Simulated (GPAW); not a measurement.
# Ba2Tl5V3O12 in GPAW: the effect of functional

Crystal: Ba2Tl5V3O12.

```
Ba V Tl O
1.0
     4.23698    2.44622    6.12840
    -4.23698    2.44622    6.12840
     0.00000   -4.89244    6.12840
Ba V Tl O
2 3 5 12
Direct
  0.50000 0.50000 0.50000
  0.00000 0.00000 0.00000
  0.50000 0.50000 0.00000
  0.00000 0.50000 0.50000
  0.50000 0.00000 0.50000
  0.00000 0.00000 0.50000
  0.50000 0.00000 0.00000
  0.00000 0.50000 0.00000
  0.74045 0.74045 0.74045
  0.25955 0.25955 0.25955
  0.71652 0.08089 0.41242
  0.41242 0.71652 0.08089
  0.08089 0.41242 0.71652
  0.58758 0.91911 0.28348
  0.91911 0.28348 0.58758
  0.28348 0.58758 0.91911
  0.28348 0.91911 0.58758
  0.58758 0.28348 0.91911
  0.91911 0.58758 0.28348
  0.41242 0.08089 0.71652
  0.08089 0.71652 0.41242
  0.71652 0.41242 0.08089
```

The cell was built by a generator and needn't be a form met in nature.

Alike in all runs:

```yaml
Program: GPAW 26.7.0
Task: band structure
Cutoff: 800 eV
Basis: pw
k_mesh: 3 × 3 × 3
Occupations: fermi-dirac, width 0.05 eV
Spin: collinear spin, ferromagnetic start
Starting_moments: "[0.0, 0.0, 2.0, 2.0, 2.0, 0.0, 0.0, 0.0, 0.0, 0.0, 0.0, 0.0, 0.0, 0.0, 0.0, 0.0, 0.0, 0.0, 0.0, 0.0, 0.0, 0.0] μB"
```

Question: One run gave: pressure -8.0 GPa; moment 0.56 μB; largest force 0.49 eV/Å. Which functional did it use?
A. BLYP
B. PBEsol
C. AM05
D. LDA

Answer: D.

```csv
functional,potentials or basis,pressure (GPa),moment (μB),largest force (eV/Å)
LDA,the program's PAW data sets (release 1.2.1) made for this functional,-8.0,0.56,0.49
BLYP,PAW data sets generated in the run's folder for this functional,3.3,1.14,0.15
AM05,PAW data sets generated in the run's folder for this functional,-3.1,0.95,0.15
PBEsol,PAW data sets generated in the run's folder for this functional,-4.0,1.05,0.14
```

Runs at the PBE level aren't shown here.
